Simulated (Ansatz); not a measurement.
# C2H4FNOSi: basis-set convergence

Aim: see how fast density functionals converge with the basis set for C2H4FNOSi.

Computed with Ansatz 0.2.0, Gaussian basis. Level: one geometry, several basis sets.

The runs, in order: PBE0-D4/def2-SVP; ωB97M-V/def2-SVP; PBE0-D4/def2-QZVPP; ωB97M-V/def2-QZVPP; the functionals' def2-TZVPP values are taken from earlier runs.

## (1) Structure used throughout

An earlier PBE0-D4 in a triple-zeta def2 set relaxation fixed the geometry.

10 atoms, charge 0, spin multiplicity 1.

Atoms are counted from 1 here; the program's logs count them from 0.

Bond lengths: C1–O2 1.418 Å, C1–H7 1.089 Å, C1–H8 1.094 Å, C1–H9 1.092 Å, O2–Si3 1.606 Å, Si3–F4 1.585 Å, Si3–C5 1.853 Å, Si3–H10 1.465 Å, C5–N6 1.151 Å. Angles: O2–C1–H7 107.8°, O2–C1–H8 111.2°, O2–C1–H9 110.4°, H7–C1–H8 109.0°, H7–C1–H9 109.1°, H8–C1–H9 109.3°, C1–O2–Si3 127.8°, O2–Si3–F4 112.8°, O2–Si3–C5 108.8°, O2–Si3–H10 109.2°, F4–Si3–C5 104.8°, F4–Si3–H10 109.8°, C5–Si3–H10 111.4°, Si3–C5–N6 177.6°.

## (2) PBE0-D4 in def2-SVP

Contents of in.yaml:

```yaml
crystal:
  periodic: [false, false, false]
  atoms:
    - {symbol: C, position_ang: [0.084232, -1.083189, -1.145845]}
    - {symbol: O, position_ang: [0.586712, -0.835974, 0.157184]}
    - {symbol: Si, position_ang: [0.081582, 0.261355, 1.215369]}
    - {symbol: F, position_ang: [-1.369165, -0.048255, 1.774460]}
    - {symbol: C, position_ang: [-0.080356, 1.892884, 0.352344]}
    - {symbol: N, position_ang: [-0.145765, 2.893706, -0.213161]}
    - {symbol: H, position_ang: [0.818180, -1.689659, -1.675349]}
    - {symbol: H, position_ang: [-0.067762, -0.148956, -1.694039]}
    - {symbol: H, position_ang: [-0.860421, -1.629014, -1.093014]}
    - {symbol: H, position_ang: [1.035861, 0.335804, 2.325052]}
basis:
  gaussian: {orbitals: def2-SVP}
hamiltonian: {xc: pbe0, dispersion: d4}
output: {orbitals: {seedname: orbitals}}
```

Run with:

```sh
ansatz run in.yaml --threads 4 --pin off --events-out ev --progress --plain --max-ram 10444MiB
```

The runs that follow: ωB97M-V in def2-SVP; PBE0-D4 in def2-QZVPP; ωB97M-V in def2-QZVPP.

Before running them: what should the planned runs give, taken together? Wanted: PBE0-D4: double and triple zeta above quadruple; ωB97M-V: double and triple zeta above quadruple.

As calculated:

| quantity | value |
| --- | --- |
| PBE0-D4: double and triple zeta above quadruple | 13.87, 0.75 eV |
| ωB97M-V: double and triple zeta above quadruple | 14.10, 0.69 eV |

PBE0-D4 gains 13.12 eV from double to triple zeta, then 0.75 eV more. These are total energies; as a rule much of such shifts cancels in differences, which this series doesn't test. The LUMO of ωB97M-V is positive and keeps falling with the basis (1.63 to 1.01 eV): an unbound level that the basis holds in place.
